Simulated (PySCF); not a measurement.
# SmOF: other functionals and bases at one geometry

An exercise on one series of results from a longer session: the logs are not shown, and one member is left open.

Computed with PySCF 2.14.0. Level: several levels, as the steps say, no spin–orbit coupling.

1 further run of the same task is left out (for a known fault of the program).

### The starting structure

3 atoms, charge 0, spin multiplicity 1.

Bond lengths: Sm1–O2 1.854 Å, Sm1–F3 2.075 Å. Angles: O2–Sm1–F3 110.7°.

Coordinates:

```mol
FOSm
  3D, bonds by distance, orders not assigned

  3  2  0  0  0  0  0  0  0  0999 V2000
    0.0378    0.0000   -0.3554 Sm  0  0
    1.5490    0.0000    0.7192 O   0  0
   -1.6847    0.0000    0.8023 F   0  0
  1  2  8  0
  1  3  8  0
M  END
```

Formal oxidation states: Sm +3. Each metal's 5 4f electrons lie in its core potential, so multiplicities, spins and levels count the valence alone. An earlier session relaxed this geometry at PBE0, Sm lcecp-1-SVP with ECP51, O def2-SVP, F def2-SVP (singlet, point group Cs).

At PBE0 on the finer grid: E = -209.555593 Eh, HOMO -6.63 eV, LUMO -2.16 eV, Mulliken charge on Sm1 +0.91 e, largest force component 0.002 eV/Å. 

Levels to run: BLYP; HF; PBE0, TZVP. Hardware: 2 threads of Arm Neoverse V2, shared host.

The first run:

Input file run.py (the lines that set the calculation):

```python
mol = gto.M(atom='''
Sm     0.03779     0.00000    -0.35545
O      1.54901     0.00000     0.71916
F     -1.68474     0.00000     0.80231''',
    basis={'Sm': 'lcecp-1-SVP', 'O': 'def2-SVP', 'F': 'def2-SVP'},
    ecp={'Sm': 'lcecp-1-SVP'},
    charge=0, spin=0)
mf = dft.RKS(mol, xc='BLYP')
mf.grids.atom_grid = (75, 302)  # f atoms: unpruned, at least (60, 302)
mf = mf.density_fit()  # fitting sets: Sm AutoAux, O def2-universal-JKFIT, F def2-universal-JKFIT
mf.conv_tol = 1e-08; mf.max_cycle = 55
mf.kernel(dm0)  # dm0: the density of the relaxed state
```

Started as:

```console
> OMP_NUM_THREADS=2 python run.py
```

Steps of the session up to this table: BLYP; HF; PBE0, TZVP.

One of the session's tables, all rows but one given; the rest of the session is left out.

| level | HOMO (eV) | gap (eV) | charge on Sm1 (e) | dipole (D) | largest force component (eV/Å) |
| --- | --- | --- | --- | --- | --- |
| PBE0 (relaxed here) | -6.63 | 4.48 | 0.91 | 7.55 | 0.00 |
| BLYP | -5.09 | 2.28 | 0.73 | 6.94 | 1.14 |
| HF | -10.06 | 9.53 | 1.28 | 8.97 | 0.82 |
| PBE0, TZVP | ? | ? | ? | ? | ? |

Q: Estimate the row for PBE0, TZVP from the others.

As computed: HOMO (eV): -6.62; gap (eV): 4.49; charge on Sm1 (e): 1.28; dipole (D): 7.80; largest force component (eV/Å): 0.25. In the column «HOMO (eV)» it lies between PBE0 (relaxed here) (-6.63) and BLYP (-5.09).

In one basis the HOMO–LUMO gap runs from 2.28 eV (BLYP) to 9.53 eV (HF). The largest leftover force, 1.14 eV/Å with BLYP, stands at a geometry relaxed at another level. With 4f in the core, its levels are missing from HOMO and gap, and its count is fixed, so no charge can pass from the ligands into it. Total energies of different levels can't be compared.
